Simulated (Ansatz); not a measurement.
Turn this script for Ansatz 0.2.0, Python API into the input file that the command-line program reads.

The script, `sno_vcrelax.py`:
```python
"""Variable-cell relaxation of SnO."""

from collections import Counter
from dataclasses import dataclass
import json
import warnings

import ansatz
from ase import Atoms
from ase.io import write
from ase.neighborlist import neighbor_list
import numpy as np
from pymatgen.core import Structure


@dataclass
class Options:
    xc: str = "lda"
    kmesh: tuple[int, ...] = (6, 6, 2)
    occupations: str = "fermi_dirac"
    width_ev: float = 0.05
    fmax: float = 0.005


settings = Options()

def edges_and_angles(cell):
    cell = np.asarray(cell)
    a, b, c = np.linalg.norm(cell, axis=1)
    cosines = cell[1] @ cell[2] / (b * c), cell[0] @ cell[2] / (a * c), cell[0] @ cell[1] / (a * b)
    return (a, b, c, *np.degrees(np.arccos(cosines)))

warnings.simplefilter("ignore", ansatz.DeckWarning)

vectors = np.array([
    [2.736912, -2.737796, 0.0],
    [2.736912, 2.737796, 0.0],
    [0.0, 0.0, 10.22196],
])
system = (
    ansatz.Lattice.of(vectors)
    .atom("Sn", [0.736547, 0.263453, 0.863858])
    .atom("Sn", [0.263453, 0.736547, 0.136142])
    .atom("Sn", [0.763453, 0.236547, 0.363858])
    .atom("Sn", [0.236547, 0.763453, 0.636142])
    .atom("O", [0.261944, 0.238056, 0.25])
    .atom("O", [0.738056, 0.761944, 0.75])
    .atom("O", [0.238056, 0.261944, 0.75])
    .atom("O", [0.761944, 0.738056, 0.25])
)

# only the volume may change
calc = system.calculation()
calc = calc.functional(settings.xc)
calc = calc.kpoints(*settings.kmesh).occupations(settings.occupations, width=settings.width_ev)
calc = calc.relax(force_tolerance=settings.fmax, fix_cell=["shape"])
calc = calc.potential()
res = calc.run(threads=1, pin="off", events_out="events.ndjson")
with open("events.ndjson") as stream:
    events = [json.loads(line) for line in stream]
steps = [e["data"] for e in events if e["event"] == "relax_step"]
report = res.report
print("step   energy (eV)     max comp. (eV/A)   P (GPa)  SCF")
for s in steps:
    print(f"{s['step']:4d} {s['lagrangian_ev']:15.5f} {s['allowed_force_max_ev_ang']:12.4f} {s['pressure_gpa']:10.3f} {s['n_scf']:5d}")

first, last = steps[0], steps[-1]
symbols = [site.symbol for site in res.lattice.sites]
print(f"energy gained {first['lagrangian_ev'] - last['lagrangian_ev']:.4f} eV in {len(steps) - 1} steps")
for label, vectors in (("before", first["cell_ang"]), ("after", res.lattice.cell_ang)):
    print(label, "a b c (A) {:.4f} {:.4f} {:.4f}  angles {:.2f} {:.2f} {:.2f}".format(*edges_and_angles(vectors)), f" V = {abs(np.linalg.det(vectors)):.3f} A^3")
print("final stress xx yy zz (GPa, compression positive):", np.round(np.diag(report["stress_gpa"]), 3) + 0.0)

relaxed = Atoms(symbols, positions=[site.position_ang for site in res.lattice.sites], cell=res.lattice.cell_ang, pbc=True)
write("relaxed.extxyz", relaxed, format="extxyz")

final = Atoms(symbols, positions=last["positions_ang"], cell=res.lattice.cell_ang, pbc=True)
i, j, d = neighbor_list("ijd", final, 4.5)
print("neighbours within 1.1 times the shortest distance of each atom (A)")
for atom in range(len(final)):
    near = [m for m in np.argsort(d) if i[m] == atom]
    shell = [m for m in near if d[m] < 1.1 * d[near[0]]]
    print(f"{symbols[atom]}{atom} ({len(shell)}):", ", ".join(f"{symbols[j[m]]} {d[m]:.3f}" for m in shell))

change = np.array(last["positions_ang"]) @ np.linalg.inv(last["cell_ang"]) - np.array(first["positions_ang"]) @ np.linalg.inv(first["cell_ang"])
moved = np.linalg.norm(change @ np.array(last["cell_ang"]), axis=1)
print("displacement within the cell, strain taken out (A):", " ".join(f"{s}:{d:.3f}" for s, d in zip(symbols, moved)))

print("relaxed fractional positions")
for site in res.lattice.sites:
    print(f"  {site.symbol:2s}", " ".join(f"{v % 1:8.5f}" for v in np.round(site.position_frac, 5)))

print("%-22s %14.5f eV" % ("F = E - TS", report["free_energy_ev"]))
print("%-22s %14.5f eV" % ("E", report["internal_energy_ev"]))
print("%-22s %14.5f eV" % ("Harris-Foulkes", report["harris_foulkes_ev"]))
print("%-22s %14.5f eV" % ("Fermi level", report["fermi_energy_ev"]))

v = res.potential()
line = v.v_es_ev.mean(axis=(0, 1))
print("planar mean of the electrostatic potential along the third grid axis (eV):")
print(np.round(line[:: max(len(line) // 12, 1)], 3))

final = Structure(res.lattice.cell_ang, [s.symbol for s in res.lattice.sites], [s.position_frac for s in res.lattice.sites])
# first shell of each atom, within 15 % of its shortest distance
shortest = {}
for site, neighbours in zip(final, final.get_all_neighbors(5.0)):
    for other in neighbours:
        pair = "-".join(sorted((site.specie.symbol, other.specie.symbol)))
        shortest[pair] = min(shortest.get(pair, 9e9), other.nn_distance)
for pair, distance in sorted(shortest.items(), key=lambda item: item[1]):
    print(f"shortest {pair:6s} {distance:.4f} A")
```

```console
$ python sno_vcrelax.py
step   energy (eV)     max comp. (eV/A)   P (GPa)  SCF
   1    -25739.29909       0.6838     -6.538     7
   2    -25739.59881       0.1649      0.887     6
   3    -25739.61737       0.0745      0.598     7
   4    -25739.62958       0.0514     -0.143     6
   5    -25739.62942       0.0002      0.010     5
   6    -25739.59359       0.0048     -0.331     7
   7    -25739.59921       0.0040      0.041     5
   8    -25739.59490       0.0043      0.012     5
energy gained 0.2958 eV in 7 steps
before a b c (A) 3.8712 3.8712 10.2220  angles 90.00 90.00 90.02  V = 153.188 A^3
after a b c (A) 3.7307 3.7307 9.8510  angles 90.00 90.00 90.02  V = 137.107 A^3
final stress xx yy zz (GPa, compression positive): [ 0.992  0.936 -1.892]
neighbours within 1.1 times the shortest distance of each atom (A)
Sn0 (4): O 2.200, O 2.200, O 2.200, O 2.200
Sn1 (4): O 2.200, O 2.200, O 2.200, O 2.200
Sn2 (4): O 2.200, O 2.200, O 2.200, O 2.200
Sn3 (4): O 2.200, O 2.200, O 2.200, O 2.200
O4 (4): Sn 2.200, Sn 2.200, Sn 2.200, Sn 2.200
O5 (4): Sn 2.200, Sn 2.200, Sn 2.200, Sn 2.200
O6 (4): Sn 2.200, Sn 2.200, Sn 2.200, Sn 2.200
O7 (4): Sn 2.200, Sn 2.200, Sn 2.200, Sn 2.200
displacement within the cell, strain taken out (A): Sn:0.084 Sn:0.084 Sn:0.084 Sn:0.084 O:0.063 O:0.063 O:0.063 O:0.063
relaxed fractional positions
  Sn  0.75001  0.24999  0.86846
  Sn  0.24999  0.75001  0.13154
  Sn  0.74999  0.25001  0.36846
  Sn  0.25001  0.74999  0.63154
  O   0.25000  0.25000  0.25000
  O   0.75000  0.75000  0.75000
  O   0.25000  0.25000  0.75000
  O   0.75000  0.75000  0.25000
F = E - TS               -25739.59490 eV
E                        -25739.58963 eV
Harris-Foulkes           -25739.59490 eV
Fermi level                  10.04096 eV
planar mean of the electrostatic potential along the third grid axis (eV):
[11.646  7.739  7.732  1.067  7.732  7.739 11.646  7.739  7.732  1.067
  7.732  7.739]
shortest O-Sn   2.2003 A
shortest O-O    2.6376 A
shortest Sn-Sn  3.5219 A
```

`input.yaml`:
```yaml
crystal:
  lattice:
    - [2.736912, -2.737796, 0.0]
    - [2.736912, 2.737796, 0.0]
    - [0.0, 0.0, 10.22196]
  atoms:
    - { symbol: Sn, position: [0.736547, 0.263453, 0.863858] }
    - { symbol: Sn, position: [0.263453, 0.736547, 0.136142] }
    - { symbol: Sn, position: [0.763453, 0.236547, 0.363858] }
    - { symbol: Sn, position: [0.236547, 0.763453, 0.636142] }
    - { symbol: O, position: [0.261944, 0.238056, 0.25] }
    - { symbol: O, position: [0.738056, 0.761944, 0.75] }
    - { symbol: O, position: [0.238056, 0.261944, 0.75] }
    - { symbol: O, position: [0.761944, 0.738056, 0.25] }
kpoints:
  mp_grid:
    grid: [6, 6, 2]
hamiltonian:
  xc: lda
scf:
  occupations:
    method: fermi_dirac
    width: 0.05
relax:
  f_tol: 0.005
  cell:
    fix: [shape]
output:
  write_potential: true
```

Notes:
- Absolute energies stand on the zero of these potentials, so only differences at equal settings mean something. A total without «per atom» is that of the cell as typed.
- The mesh is modest for a metal, so energies can be off by several to tens of meV an atom and pressures by half a GPa or more; differences at equal mesh fare better.
- An absolute Fermi energy rests on an arbitrary zero of the periodic potential and has no direct meaning.
- Energies along a relaxation are free energies. Rows at an unchanged volume are solved on a plane-wave basis chosen afresh for that cell, so the energy jumps there and such rows are no steps of the walk.
- Edges and angles are those of the cell as typed, here a primitive one, not of the conventional cell.
- The cell relaxed to the group P4/nmm; tensors and edges are in the axes of the typed cell.
- The structure comes from a database of computed cells and needn't be a stable or known phase.
- Run time: 2.9 min on 1 thread of Arm Neoverse N1 (shared host), peak memory 0.59 GiB.

(Lines on the test bed's own set-up are left out of the output.)
